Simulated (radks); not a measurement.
# Spin polarisation of the 4f shell in Pr²⁺

The task here is to estimate one member of a computed series from the others.

Program: radks (a radial shooting solver on a logarithmic mesh, Libxc functionals) version 1. Level of theory: non-relativistic Kohn-Sham, PBEsol, spin-polarised, spherical densities, point nucleus. These are calculated values, not measurements, unless marked.

## Starting point

```
element       : praseodymium (Z = 59)
charge        : +2
electrons     : 57
configuration : [Xe] 4f(up 1.5, down 1.5)
```

A shell typed twice in an input gives spin up, then spin down.

Set-up of the first run:

Settings of this run:

```text
Z 59
configuration [Xe] 4f1.5 4f1.5
relativity non-relativistic
functional pbe_sol,pbe_sol
spin polarised
nucleus point
```

Steps of the session up to this table: No moment.

One table of the session follows, with a row left open; its other results are not shown here.

It belongs to the step «No moment». From the orbitals of this run (lengths in bohr):

```
level     <r>  outermost maximum (interpolated)  90 % within  nodes
   3p  0.2773                             0.250        0.414      1
   3d  0.2482                             0.202        0.387      0
   4s       ?                                 ?            ?      ?
   4p  0.6740                             0.618        0.980      2
   4d  0.7260                             0.635         1.09      1
   5s   1.584                              1.42         2.28      4
   5p   1.782                              1.56         2.60      3
   4f   1.065                             0.674         1.86      0
```

Estimate the missing values for 4s.

As computed: <r>: 0.6545; outermost maximum (interpolated): 0.608; 90 % within: 0.939; nodes: 3. In the column «<r>» it lies between 3p (0.2773) and 4p (0.6740).
